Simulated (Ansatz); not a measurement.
**YAgPt: a short molecular-dynamics run**

Aim: set YAgPt (an element-swapped structure, 9 atoms, not relaxed) in motion for 30 steps of 1 fs under a Langevin thermostat and barostat at 300 K and 10 GPa, and see how temperature, energy and positions respond.

Program: Ansatz 0.2.0. Level of theory: DFT PBEsol, plane waves, PAW, scalar-relativistic, no spin polarisation. These are calculated values, not measurements.

### 1 The structure to begin with

The cell holds 9 atoms (Ag3Pt3Y3): a = 7.653 Å, b = 7.653 Å, c = 4.134 Å, α = 90.00°, β = 90.00°, γ = 60.00°.

As a file:

```
CELL_PARAMETERS angstrom
3.82644 6.62759 0.00000
-3.82644 6.62759 0.00000
0.00000 0.00000 4.13362
ATOMIC_POSITIONS crystal
Y 0.59500 0.40500 0.50000
Y 0.40500 0.00000 0.50000
Y 0.00000 0.59500 0.50000
Ag 0.33330 0.33340 0.00000
Ag 0.66670 0.66660 0.00000
Ag 0.00000 0.00000 0.50000
Pt 0.25000 0.75000 0.00000
Pt 0.75000 0.00000 0.00000
Pt 0.00000 0.25000 0.00000
```

### 2 Dynamics

The input, input.yaml:

```yaml
crystal:
  lattice:
    - [3.82644159, 6.62759124, 0.0]
    - [-3.826442, 6.62759148, 0.0]
    - [0.0, 0.0, 4.133616]
  atoms:
    - { symbol: "Y", position: [0.595, 0.405, 0.5] }
    - { symbol: "Y", position: [0.405, 0.0, 0.5] }
    - { symbol: "Y", position: [0.0, 0.595, 0.5] }
    - { symbol: Ag, position: [0.3333, 0.3334, 0.0] }
    - { symbol: Ag, position: [0.6667, 0.6666, 0.0] }
    - { symbol: Ag, position: [0.0, 0.0, 0.5] }
    - { symbol: Pt, position: [0.25, 0.75, 0.0] }
    - { symbol: Pt, position: [0.75, 0.0, 0.0] }
    - { symbol: Pt, position: [0.0, 0.25, 0.0] }
kpoints:
  mp_grid: { grid: [2, 2, 4] }
magnetization:
  spin_polarized: false
scf:
  occupations: { method: gaussian, width: 0.1 }
hamiltonian:
  pseudopotentials: { kind: paw }
  xc: pbesol
basis:
  ecutwfc: 420
md:
  timestep: 1.0
  n_steps: 30
  ensemble: npt_langevin
  temperature: 300.0
  initial_velocities: maxwell_boltzmann
  seed: 357375
  pressure: 10.0
```

On the command line:

```console
> ansatz run input.yaml --threads 2 --pin off --max-ram 2560MiB --backend cpu --events-out ev --progress --plain --runs-dir out
```

**Question.** What will these runs give? Wanted: temperature, first and last step; temperature, second half; potential energy, second half; largest change of the conserved energy; volume, first and last step; mean square displacement, second half.

As calculated:

| quantity | value |
| --- | --- |
| length | 30 steps of 1 fs |
| temperature, first and last step | 267 and 162 K |
| temperature, second half | mean 176 K, from 149 to 196 K |
| potential energy, second half | +202 meV/atom from the start |
| largest change of the conserved energy | 2.05 meV/atom |
| volume, first and last step | 23.30 and 18.26 Å³/atom |
| mean square displacement, second half | Ag 0.002, Y 0.002, Pt 0.002 Å² |

**Reading.** Against a set 300 K the second half averages 176 K with a spread of 15 K (in equilibrium 9 atoms would scatter by about 82 K, over a far longer run); 202 meV/atom has gone into potential energy, and a thermostat that acts over some 100 fs has not made it up in 30 fs. The conserved energy strays from its start by at most 2.05 meV/atom, 7.5 % of the mean kinetic energy, in part because the basis is chosen anew as the cell changes. The farthest move is 0.08 Å, against a mean nearest distance of 2.9 Å at the start: no atom has changed site so far. The volume changes by -21.6 % from first to last step, and is still moving at the end, so it is no equilibrium value. A run of 30 fs with 9 atoms shows the motion but fixes no equilibrium value. The k-mesh is coarse for this cell.
